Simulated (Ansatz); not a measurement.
# BH2Br + HCl: a complex and its separated parts

Aim: how far the complex at one end of a reaction step lies below its separated, relaxed parts, level by level.

Computed with Ansatz 0.2.0, Gaussian basis. Level: PBE0-D4/def2-TZVP structures, single points in def2-TZVPP, no counterpoise correction.

Levels: SPW92, PBE-D4, BLYP-D4, r2SCAN-D4, B97M-V, PBE0-D4, B3LYP-D4, r2SCAN0-D4, BHLYP-D4, CAM-B3LYP-D4, wB97X-V, wB97M-V, B2PLYP, PBE-QIDH, RPA on PBE, Hartree-Fock, MP2, CCSD, CCSD(T).

Correlated methods freeze the cores. Filled d shells of the heavier atoms are correlated. B3LYP uses VWN-RPA correlation. B2PLYP carries no dispersion term here.

79 further runs of the same task are left out: 1 that didn't finish, 78 set aside as unsound or not needed.

## 1. Starting geometry

The complex: 6 atoms, charge 0, spin multiplicity 1.

Atoms are counted from 1 here; the program's logs count them from 0.

Bond lengths: B1–H3 1.187 Å, B1–H4 1.187 Å, B1–Br6 1.912 Å, Cl2–H5 1.281 Å. Angles: H3–B1–H4 124.9°, H3–B1–Br6 117.4°, H4–B1–Br6 117.4°.

Geometry (Å):

```
B    -0.9077   -0.3226    0.0687
Cl    1.6542    0.2736   -1.1031
H    -0.6923   -1.4747   -0.1188
H    -1.4056    0.4120   -0.7196
H     1.9720    0.7630    0.0374
Br   -0.6207    0.3486    1.8355
```

Its parts: BH2Br holds atoms 1, 3, 4, 6; HCl holds atoms 2, 5. Each part counts its atoms afresh in its own runs.

## 2. Relaxing BH2Br alone

The input, relax-a/in.yaml:

```yaml
crystal:
  periodic: [false, false, false]
  atoms:
    - {symbol: B, position_ang: [-0.907662, -0.322566, 0.068694]}
    - {symbol: H, position_ang: [-0.692253, -1.474719, -0.118818]}
    - {symbol: H, position_ang: [-1.405645, 0.411981, -0.719635]}
    - {symbol: Br, position_ang: [-0.620684, 0.348622, 1.835535]}
basis:
  gaussian: {orbitals: def2-TZVP}
hamiltonian: {xc: pbe0, dispersion: d4}
relax: {f_tol: 0.005, max_steps: 200}
```

Command:

```bash
> ansatz run in.yaml --threads 2 --pin off --events-out ev --progress --plain --max-ram 4352MiB
```

The runs that follow: Relaxing HCl alone; SPW92/def2-TZVPP; PBE-D4/def2-TZVPP; BLYP-D4/def2-TZVPP; r2SCAN-D4/def2-TZVPP; B97M-V/def2-TZVPP; PBE0-D4/def2-TZVPP; B3LYP-D4/def2-TZVPP; r2SCAN0-D4/def2-TZVPP; BHLYP-D4/def2-TZVPP; CAM-B3LYP-D4/def2-TZVPP; wB97X-V/def2-TZVPP; wB97M-V/def2-TZVPP; B2PLYP/def2-TZVPP; PBE-QIDH/def2-TZVPP; RPA on PBE/def2-TZVPP; CCSD(T)/def2-TZVPP; Vibrations of BH2Br; Vibrations of HCl.

Before running it: what results should come out? Wanted: complex less parts, CCSD(T)/def2-TZVPP; with zero-point energy; largest T1 diagnostic.

**Answer**, as computed:

```
                              quantity      value
complex less parts, CCSD(T)/def2-TZVPP  -0.081 eV
                with zero-point energy  -0.034 eV
                 largest T1 diagnostic      0.010
```

What this shows: At CCSD(T) the complex lies 0.081 eV below its parts. Among the functionals PBE-QIDH lands nearest to CCSD(T) (-0.006 eV) and SPW92 farthest (-0.159 eV). Mean unsigned error by rung: LDA 0.159, GGA 0.043, meta-GGA 0.033, hybrid 0.029, range-separated hybrid 0.027, double hybrid 0.020 eV. PBE-D4 gives a relative energy 0.057 eV too low, an error of 71 % of the reference. No counterpoise was applied, and triple zeta lacks some correlation, so the CCSD(T) reference has a basis error of its own, and close matches with it are partly luck.
